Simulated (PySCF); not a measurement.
# The bond of CsC, level by level

The task here is to estimate one member of a computed series from the others.

Program: PySCF 2.14.0. Level of theory: Cs x2c-TZVPPall, C x2c-TZVPPall, spin-free X2C with a Gaussian nucleus. These are calculated values, not measurements.

Set-up of the first run:

A driver script around PySCF takes these settings:

```json
{
  "atoms": "Cs, C",
  "charge": "0",
  "basis": "Cs x2c-TZVPPall, C x2c-TZVPPall",
  "Hamiltonian": "spin-free X2C with a Gaussian nucleus",
  "basis functions": "116",
  "electrons treated": "61",
  "masses in u": "132.9054, 12.0000",
  "levels": "PBE0, PBE, r²SCAN, B97-3, TPSS, B2PLYP, LDA, CAM-B3LYP, HF, MP2, SCS-MP2, CCSD, CCSD(T)",
  "grid": "80 radial by 434 angular points",
  "occupations": "held fixed by the projection of orbital angular momentum",
  "dissociation limit": "Cs + C, each in its ground configuration",
  "starting distance in angstrom": "2.915",
  "values of 2S to try": "1, 3"
}
```

Command:

```sh
$ OMP_NUM_THREADS=2 python dia.py task.json out
```

Among the steps run: Set-up; PBE0 along the bond; Excited determinants; PBE; r²SCAN (meta-GGA); B97-3; TPSS; B2PLYP (double hybrid); LDA (local density); CAM-B3LYP (range-separated hybrid); UHF (mean field); Adding correlation.

One table of the session follows, with a row left open; its other results are not shown here.

Energy (eV) from each level's lowest point:

| R (Å) | UHF | UHF-MP2 | UHF-SCS-MP2 | UHF-CCSD | UHF-CCSD(T) |
| --- | --- | --- | --- | --- | --- |
| 2.334 | 0.749 | 0.351 | 0.402 | n/a | n/a |
| 2.443 | 0.409 | 0.152 | 0.184 | 0.192 | 0.176 |
| 2.551 | 0.189 | 0.043 | 0.059 | 0.064 | 0.056 |
| 2.633 | 0.086 | 0.006 | 0.013 | 0.016 | 0.012 |
| 2.714 | 0.026 | 0.000 | 0.000 | 0.000 | 0.000 |
| 2.795 | 0.000 | 0.018 | 0.012 | 0.010 | 0.013 |
| 2.904 | ? | ? | ? | ? | ? |
| 3.040 | 0.060 | 0.169 | 0.150 | 0.142 | 0.151 |
| 3.203 | 0.169 | 0.315 | 0.291 | 0.279 | 0.291 |
| 3.420 | 0.354 | 0.533 | 0.504 | n/a | n/a |

**Question.** Estimate the row for R (Å) = 2.904.

Worked estimate for «UHF». A straight line through the neighbours (2.795, 0.000) and (3.040, 0.060) gives 0.000 + (0.060 − 0.000) × (2.904 − 2.795) / (3.040 − 2.795) = 0.027; a parabola fitted to 4 rows on both sides gives 0.010.

**Answer.** UHF: 0.006; UHF-MP2: 0.071; UHF-SCS-MP2: 0.058; UHF-CCSD: 0.053; UHF-CCSD(T): 0.060. In «UHF» the line misses by +0.021 and the parabola by +0.004.
